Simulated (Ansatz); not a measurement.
# Sn: the cost of one run

Computed with Ansatz 0.2.0 (DFT r2SCAN, scalar-relativistic, plane waves, PAW, unless a step's input says otherwise).

### Step 1. The starting structure

Symmetry: Fd-3m, No. 227, cubic system. The conventional cell has a = 6.491 Å, b = 6.491 Å, c = 6.491 Å, α = 90.00°, β = 90.00°, γ = 90.00°. Around Sn (site symmetry -43m) lie 4 Sn at 2.81 Å.

Coordinates:

```xyz
2
Lattice="0.0000 3.2456 3.2456 3.2456 0.0000 3.2456 3.2456 3.2456 0.0000" Properties=species:S:1:pos:R:3 pbc="T T T"
Sn    3.2456    3.2456    3.2456
Sn    4.8684    4.8684    4.8684
```

No relaxation comes first: the listed cell is the starting point.

### Step 2. Zero of energy

Reference values: F = -12077.2689 eV; pressure 1.62 GPa; largest force 0.000 eV/Å; gap on the mesh none (metal). It was computed beforehand with the settings of the runs below.

### Step 3. Next: a two-dimensional strain map

The cell is strained by p along both x and y and by q along z, with fractional coordinates fixed.

### Step 4. At p = -0.030, q = -0.030

The input, input.yaml:

```yaml
crystal:
  lattice:
    - [0.0, 3.148232, 3.148232]
    - [3.148232, 0.0, 3.148232]
    - [3.148232, 3.148232, 0.0]
  atoms:
    - { symbol: Sn, position: [0.5, 0.5, 0.5] }
    - { symbol: Sn, position: [0.75, 0.75, 0.75] }
basis:
  ecutwfc: 500
kpoints:
  mp_grid: { grid: [12, 12, 12] }
hamiltonian:
  xc: r2scan
scf:
  occupations: { method: gaussian, width: 0.15 }
output:
  forces: true
  stress: true
  eigenvalues: true
```

Launch:

```
ansatz run input.yaml --threads 1 --pin off --max-ram 2560MiB --backend cpu --events-out ev --progress --plain --runs-dir out
```

What time and memory should one allow on 1 thread of Intel Xeon at 2.50GHz (Skylake/Cascade Lake), shared host?

About 16 s, with a peak of 0.6 GiB.
